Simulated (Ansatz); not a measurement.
# KCrF3: the cost of one run

Computed with the Python package of Ansatz 0.2.0. The levels of theory stand in the script.

## 1. The structure

It takes space group P4/mmm (No. 123, tetragonal). The conventional cell has a = 4.094 Å, b = 4.094 Å, c = 4.601 Å, α = 90.00°, β = 90.00°, γ = 90.00°. K (site symmetry 4/mmm) has 12 F at 2.89 to 3.08 Å as nearest neighbours. Around Cr (site symmetry 4/mmm) lie 6 F at 2.05 to 2.30 Å. Around F (site symmetry 4/mmm) lie 2 Cr at 2.30 Å and 4 K at 2.89 Å. F (site symmetry mmm) has 2 Cr at 2.05 Å as nearest neighbours.

No structure file is read: the coordinates are typed or built in the script.

## 2. The code

Contents of nc_paw.py:

```python
'''Norm-conserving against PAW potentials for KCrF3.'''

import ansatz as az
import numpy as np
import pandas as pd

FUNCTIONAL = 'pbesol'
KGRID = (6, 6, 5)
FILLING = 'Fermi-Dirac'
TOLERANCE = 1e-09


def count_gap(report):
    # lowest empty less highest filled band, counting bands; zero where they overlap
    return max(report.get('gap_by_band_count_ev') or 0.0, 0.0)


def main() -> None:
    structure = (
        az.Lattice.from_parameters(4.09361, 4.09361, 4.600637, alpha=90, beta=90, gamma=90)
        .space_group(123, hermann_mauguin='P4/mmm')
        .atom('K', (0.5, 0.5, 0.5))
        .atom('Cr', (0.0, 0.0, 0.0))
        .atom('F', (0.0, 0.0, 0.5))
        .atom('F', (0.0, 0.5, 0.0))
        .moments(Cr=2.1)
    )

    model = (
        structure.calculation()
        .functional(FUNCTIONAL)
        .kpoints(*KGRID, center='gamma')
        .occupations(FILLING, width=100 * az.meV)
        .spin('collinear')
        .scf(tolerance=TOLERANCE)
        .stress()
        .forces()
        .band_table()
    )
    variants = {
        'PAW': model.pseudopotentials('paw'),
        'norm-conserving': model.pseudopotentials('nc'),
    }
    # totals differ by the cores that each treatment holds, so compare what does not depend on them
    rows = []
    for label, variant in variants.items():
        rep = variant.run(threads=1).report
        levels = np.array(rep['eigenvalues_ev'][0]) - rep['fermi_energy_ev']
        print(label, 'levels at the first k-point near E_F:', np.round(levels[np.abs(levels) < 5], 3))
        rows.append((label, rep['n_electrons'], np.trace(rep['stress_gpa']) / 3, float(np.abs(rep['forces_ev_ang']).max()), count_gap(rep), rep['magnetization_mub']))
    print(pd.DataFrame(rows, columns=['treatment', 'electrons in bands', 'P GPa', 'max force component eV/A', 'gap by band count eV', 'moment muB']).round(4).to_string(index=False))


if __name__ == '__main__':
    main()
```

## 3. The calls as engine input

The engine receives this input (first run):

```yaml
crystal:
  lattice:
    a: 4.09361
    b: 4.09361
    c: 4.600637
    alpha: 90.0
    beta: 90.0
    gamma: 90.0
  space_group: 123
  setting:
    hermann_mauguin: P4/mmm
  atoms:
    - { symbol: K, position: [0.5, 0.5, 0.5] }
    - { symbol: Cr, position: [0.0, 0.0, 0.0] }
    - { symbol: F, position: [0.0, 0.0, 0.5] }
    - { symbol: F, position: [0.0, 0.5, 0.0] }
kpoints:
  mp_grid:
    grid: [6, 6, 5]
    shift: [0.0, 0.0, 0.0]
hamiltonian:
  xc: pbesol
  pseudopotentials:
    kind: paw
magnetization:
  spin_polarized: true
  per_species:
    Cr: 2.1
scf:
  convergence:
    dr2_threshold: 1.0e-09
  occupations:
    method: fermi_dirac
    width: 0.1
output:
  forces: true
  stress: true
  eigenvalues: true
```

## 4. Running it

Run with:

```bash
$ python nc_paw.py
```

Q: Estimate wall time and peak memory on 1 thread of Arm Neoverse V2, shared host.

About 56 s, with a peak of 0.89 GiB.
